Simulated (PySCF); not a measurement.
# CeH8O4 (Ce(H2O)43+): the cost of one run

Computed with PySCF 2.14.0. Level: several levels, as the steps say, no spin–orbit coupling.

4 further runs of the same task are left out: 2 for a known fault of the program, 1 that didn't finish, 1 set aside as unsound or not needed.

## Step 1: The starting structure

13 atoms, charge 3, spin multiplicity 1.

Bond lengths: Ce1–O2 2.419 Å, Ce1–O5 2.419 Å, Ce1–O8 2.419 Å, Ce1–O11 2.419 Å, O2–H3 0.992 Å, O2–H4 0.992 Å, O5–H6 0.992 Å, O5–H7 0.993 Å, O8–H9 0.992 Å, O8–H10 0.992 Å, O11–H12 0.993 Å, O11–H13 0.992 Å. Angles: O2–Ce1–O5 110.9°, O2–Ce1–O8 106.7°, O2–Ce1–O11 110.9°, O5–Ce1–O8 110.9°, O5–Ce1–O11 106.7°, O8–Ce1–O11 110.9°, Ce1–O2–H3 128.2°, Ce1–O2–H4 128.5°, H3–O2–H4 103.2°, Ce1–O5–H6 128.5°, Ce1–O5–H7 128.2°, H6–O5–H7 103.2°, Ce1–O8–H9 128.5°, Ce1–O8–H10 128.2°, H9–O8–H10 103.2°, Ce1–O11–H12 128.2°, Ce1–O11–H13 128.5°, H12–O11–H13 103.2°.

Coordinates:

```
Ce    0.0001    0.0000    0.0000
O     1.4448    1.4031    1.3405
H     2.2514    1.1400    1.8549
H     1.3829    2.3807    1.4996
O    -1.4446   -1.3406    1.4032
H    -1.3827   -1.4996    2.3808
H    -2.2519   -1.8545    1.1398
O     1.4448   -1.4031   -1.3405
H     1.3829   -2.3807   -1.4996
H     2.2514   -1.1400   -1.8549
O    -1.4446    1.3406   -1.4032
H    -2.2519    1.8545   -1.1398
H    -1.3827    1.4996   -2.3808
```

Formal oxidation states: Ce +3. Each metal's 1 4f electrons lie in its core potential, so multiplicities, spins and levels count the valence alone. An earlier session relaxed this geometry at TPSS, Ce lcecp-1-SVP with ECP47, O def2-SVP, H def2-SVP (singlet, point group S4).

At TPSS on the finer grid: E = -336.799665 Eh, HOMO -21.93 eV, LUMO -15.77 eV, Mulliken charge on Ce1 +1.78 e, largest force component 0.017 eV/Å. 

Levels to run: HF; revPBE; B3LYP; M06-L; TPSS, TZVP; PBE0, SVP. Hardware: 2 threads of Arm Neoverse V1, shared host.

## Step 2: HF

Contents of run.py (the lines that set the calculation):

```python
mol = gto.M(atom='''
Ce     0.00006     0.00000     0.00000
O      1.44485     1.40315     1.34050
H      2.25140     1.14001     1.85488
H      1.38290     2.38074     1.49959
O     -1.44462    -1.34058     1.40318
H     -1.38268    -1.49956     2.38083
H     -2.25187    -1.85452     1.13982
O      1.44485    -1.40315    -1.34050
H      1.38290    -2.38074    -1.49959
H      2.25140    -1.14001    -1.85488
O     -1.44462     1.34058    -1.40318
H     -2.25187     1.85452    -1.13982
H     -1.38268     1.49956    -2.38083''',
    basis={'Ce': 'lcecp-1-SVP', 'O': 'def2-SVP', 'H': 'def2-SVP'},
    ecp={'Ce': 'lcecp-1-SVP'},
    charge=3, spin=0)
mf = scf.RHF(mol)
mf = mf.density_fit()  # fitting sets: Ce AutoAux, O def2-universal-JKFIT, H def2-universal-JKFIT
mf.conv_tol = 1e-08; mf.max_cycle = 55
mf.kernel(dm0)  # dm0: the density of the relaxed state
```

On the command line:

```
$ OMP_NUM_THREADS=2 python run.py
```

**Question.** How long does this run take on 2 threads of Arm Neoverse V1, shared host?

About 4.6 s.
